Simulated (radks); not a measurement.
# Nd³⁺ in [Kr] 4d10 4f3 5s2 5p4 6p2: an all-electron calculation

Wanted: eigenvalues, radial structure and energy terms of the neodymium ion Nd3+.

Method: scalar-relativistic Kohn-Sham, SCAN, spin-unpolarised, spherical densities, finite nucleus. Code: radks (a radial shooting solver on a logarithmic mesh, Libxc functionals) version 1.

## 1. Starting point

```
element            : neodymium (Z = 60)
charge             : +3
electrons          : 57
configuration      : [Kr] 4d10 4f3 5s2 5p4 6p2
nuclear rms radius : 4.9123 fm
```

Outer shells as boxes (Hund's rule):

Nd³⁺
```
[Kr] core
4d [↑↓][↑↓][↑↓][↑↓][↑↓]
4f [↑ ][↑ ][↑ ][  ][  ][  ][  ]
5s [↑↓]
5p [↑↓][↑ ][↑ ]
6p [↑ ][↑ ][  ]
```

## 2. Self-consistent calculation

Settings of this run:

```text
Z 60
configuration [Kr] 4d10 4f3 5s2 5p4 6p2
relativity scalar-relativistic
functional scan,scan
spin unpolarised
nucleus finite rms 4.9123 fm
c 137.035999084
```

The run is started by

```bash
python run_ks.py task.json out
```

This one command runs every case of the session in turn.

What does the calculation give?

As calculated:

```
                        quantity                value
                    total energy   -9621.0620 hartree
exchange-correlation share of it               2.30 %
                            −T/E               1.0643
          highest occupied level       6p, -20.668 eV
    most extended occupied level  6p, <r> = 3.55 bohr
 radius at density 0.001 e/bohr³            4.89 bohr
    maxima of the radial density                    4
```

**Reading.** 6 principal shells are occupied and 4 maxima appear in the radial density; where shells overlap, one shows as a shoulder or not at all. −T/E is 1.064: with relativity the kinetic term as defined here no longer equals −E. This is not the tabulated ground configuration, so its levels and sizes aren't those of the ground state, and no measured value stands beside it.
